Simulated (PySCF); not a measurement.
**RuI: from the state search to spectroscopic constants**

What are the lowest state that PBE0 finds, the bond length, vibrational wavenumber and bond energy of RuI, and how much do these hang on the method?

The runs use PySCF 2.14.0; Ru def2-TZVPP with ECP28, I def2-TZVPP with ECP28, scalar-relativistic core potentials.

1 further run of the same task is left out (it didn't finish).

### 1 The job

The job is set up so:

```yaml
atoms: Ru, I
charge: 0
basis: Ru def2-TZVPP with ECP28, I def2-TZVPP with ECP28
Hamiltonian: scalar-relativistic core potentials
basis_functions: 106
electrons_treated: 41
masses_in_u: 101.9043, 126.9045
levels: PBE0, PBE, r²SCAN, BLYP, r²SCANh, B2PLYP, r²SCAN0, ωB97X, HF, MP2, SCS-MP2
grid: 80 radial by 434 angular points
occupations: held fixed by the projection of orbital angular momentum
dissociation_limit: Ru + I, each in its ground configuration
starting_distance_in_angstrom: 2.505
values_of_2S_to_try: 1, 3, 5, 7
```

Command:

```sh
$ OMP_NUM_THREADS=2 python dia.py task.json out
```

The runs that follow: First curve: PBE0; Excited determinants; PBE (GGA); r²SCAN; BLYP; r²SCANh (hybrid meta-GGA); B2PLYP (double hybrid); r²SCAN0 (hybrid meta-GGA); ωB97X; UHF (mean field).

**Question.** What will these runs give? Wanted: for each run, Re; ωe; De; μ.

**Answer**, as computed:

Lowest PBE0 solution found, without spin–orbit coupling: quartet, unpaired electrons σ ↑, π ↑, δ ↑. State 2 has its PBE0 minimum 0.13 eV higher. State 3 has its PBE0 minimum 0.19 eV higher. The other levels ran on the lowest alone.

| level | Re (Å) | ωe (cm⁻¹) | De (eV) | μ (D) |
| --- | --- | --- | --- | --- |
| UHF | 2.718 | 180.8 | 1.75 | -7.26 |
| UHF-MP2 | 2.530 | 219.0 | 2.82 | n/a |
| UHF-SCS-MP2 | 2.567 | 209.3 | 2.74 | n/a |
| PBE | 2.529 | 220.1 | 3.00 | -3.47 |
| BLYP | 2.568 | 208.0 | 2.79 | -3.47 |
| r²SCAN | 2.535 | 219.8 | 2.89 | -4.08 |
| r²SCANh | 2.543 | 217.3 | 2.83 | -4.42 |
| PBE0 | 2.553 | 213.9 | 2.81 | -4.60 |
| r²SCAN0 | 2.556 | 214.0 | 2.75 | -4.90 |
| ωB97X | 2.580 | 210.4 | 3.16 | -5.29 |
| B2PLYP | 2.564 | 209.9 | 2.76 | -5.45 |

De is counted to Ru + I in their ground configurations. A positive dipole means Ru(−)I(+).

In words: Bond lengths run from 2.529 Å (PBE) to 2.718 Å (UHF). Among the levels with a De in the table, it runs from 1.75 eV (UHF) to 3.16 eV (ωB97X).

Correlated steps freeze 4 core orbitals. Spin–orbit coupling is left out, which matters for elements this heavy, above all for dissociation energies. B2PLYP dipoles, levels and charges come from its SCF part alone. The state is the lowest single determinant that the PBE0 search found; with open d or f shells the true ground state can be another one. With spin–orbit coupling the term label itself may not hold.
